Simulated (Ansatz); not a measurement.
# The gallium atom (doublet): wave-function methods side by side, def2-TZVP

The task here is to estimate one member of a computed series from the others.

Method: def2-TZVP, core rule «outside noble gas», up to 14 orbitals frozen; program: Ansatz 0.2.0, Gaussian basis.

Plan: UHF; CCSD(T) on ROHF; CCSD(T) on UHF; BCCD(T) on ROHF; CISD; CCSDT on ROHF; CCSDT on UHF; CASSCF and MRCISD+Q, 3 electrons in 4 orbitals; CASSCF and MRCISD+Q(relaxed), 3 electrons in 4 orbitals; CASSCF and NEVPT4(SD), 3 electrons in 4 orbitals; CASSCF and NEVPT2, 3 electrons in 4 orbitals.

**The atom**

A free atom, in its lowest state of this spin that the program finds. No spin-orbit coupling is included. The filled d shell of Ga may be among the frozen orbitals whatever the setting's name suggests; the logs give the count.

1 atom, charge 0, spin multiplicity 2.

The first run:

in.yaml reads:

```yaml
crystal:
  periodic: [false, false, false]
  atoms:
    - {symbol: Ga, position_ang: [0.000000, 0.000000, 0.000000]}
basis:
  gaussian: {orbitals: def2-TZVP}
magnetization: {spin_polarized: true, initial_magnetization: 1}
hamiltonian: {xc: hf}
output: {orbitals: {seedname: orbitals}}
```

Launch:

```bash
$ ansatz run in.yaml --threads 1 --pin off --events-out ev --progress --plain --max-ram 2393MiB
```

Among the steps run: UHF; CCSD(T) on ROHF; CCSD(T) on UHF; BCCD(T) on ROHF; CISD; CCSDT on ROHF; CCSDT on UHF; CASSCF and MRCISD+Q, 3 electrons in 4 orbitals; CASSCF and MRCISD+Q(relaxed), 3 electrons in 4 orbitals; CASSCF and NEVPT4(SD), 3 electrons in 4 orbitals; CASSCF and NEVPT2, 3 electrons in 4 orbitals.

One table of the session follows, with a row left open; its other results are not shown here.

| method | from RCCSD(T) (meV) |
| --- | --- |
| ROHF | +1383.6 |
| UHF | +1295.9 |
| RMP2 | +372.7 |
| UMP2 | +373.9 |
| CISD | +26.3 |
| RCCSD | +26.3 |
| UCCSD | +19.2 |
| RCCSD(T) | 0 |
| UCCSD(T) | -4.1 |
| BCCD(T) | 0.0 |
| RCCSDT | -8.3 |
| UCCSDT | -12.2 |
| CASSCF valence | ? |
| NEVPT2 valence | +180.9 |
| NEVPT4(SD) valence | +11.3 |
| MRCISD valence | +2.1 |
| MRCISD+Q valence | -21.9 |
| MRCISD+Q(relaxed) valence | -25.7 |

Estimate the missing values for CASSCF valence.

The run gave: from RCCSD(T) (meV): +762.1. In the column «from RCCSD(T) (meV)» it lies between UMP2 (+373.9) and UHF (+1295.9).

Limits of these values: Restricted and unrestricted rows rest on different reference determinants; where their highest levels disagree by more than a few hundredths of an eV, they describe different states and don't form one ladder.
